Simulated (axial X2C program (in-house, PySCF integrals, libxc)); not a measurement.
**ZrH: properties at the nuclei**

Wanted for ZrH: properties at the nuclei, at the two-component level.

Program: an in-house X2C program for linear molecules on PySCF integrals. Level of theory: two-component X2C with atomic mean-field terms, Zr dyall-acv3z, H dyall-av3z. These are calculated values, not measurements.

### 1 Input

Contents of task.json:

```json
{"zs": [40, 1], "q": 0, "bas": ["dyall-acv3z", "dyall-av3z"], "r0": 1.86, "levels": ["PBE0", "HF", "B3LYP"], "nst": 1, "ff": 1, "thr": -3.5, "nmax": 130, "opt": {"ecut": 60}}
```

Keys: zs atomic numbers; q charge; bas basis sets; r0 starting distance in Å; levels methods (HF also brings MP2); nst determinants followed; ff finite-field run; thr threshold in hartree for freezing inner shells (an s shell follows its p shell); nmax most natural virtual spinors; ecut virtual cutoff in hartree.

On the command line:

```bash
python soeom.py task.json out
```

After this run come: Expectation values, lowest determinant; Finite-field coupled cluster.

**Question.** What will these runs give? Wanted: lowest determinant; Eeff magnitude; Ws magnitude Zr; A∥/gI Zr; qzz Zr (for each run or level that gives them).

The runs gave:

| quantity | value |
| --- | --- |
| lowest determinant | Ω = 3/2 (excess of +ω over −ω: ω = 3/2) |
| Eeff magnitude (GV/cm), PBE0 | 2.05 |
| Ws magnitude Zr (kHz), PBE0 | 0.629 |
| A∥/gI Zr (MHz), PBE0 | -416 |
| qzz Zr (a.u.), PBE0 | -1.34 |
| Eeff magnitude (GV/cm), CCSD(T) | 2.5 |
| Ws magnitude Zr (kHz), CCSD(T) | 0.766 |
| A∥/gI Zr (MHz), CCSD(T) | -387 |
| qzz Zr (a.u.), CCSD(T) | -1.48 |

In the first state, the effective field runs from 2.05 to 2.81 GV/cm over the mean-field levels. The expectation values come from single determinants, which for open shells can mix terms of unlike spin or miss the lowest Ω, so a determinant need not be a state. Eeff is the effective electric field on the electron dipole moment in this Ω state and Ws the scalar–pseudoscalar constant (defined with the proton number Z and per Ω); A∥ is the parallel hyperfine constant, which follows by multiplying with the nuclear g factor gI = μI/(I μN); qzz is the electric field gradient, eQq0 = 234.96 MHz × Q/barn × qzz; μ is positive if H is the positive end. The operators were transformed with the bare-nucleus X2C matrices. Correlation of the inner shells is missing, which matters for properties at the nucleus.
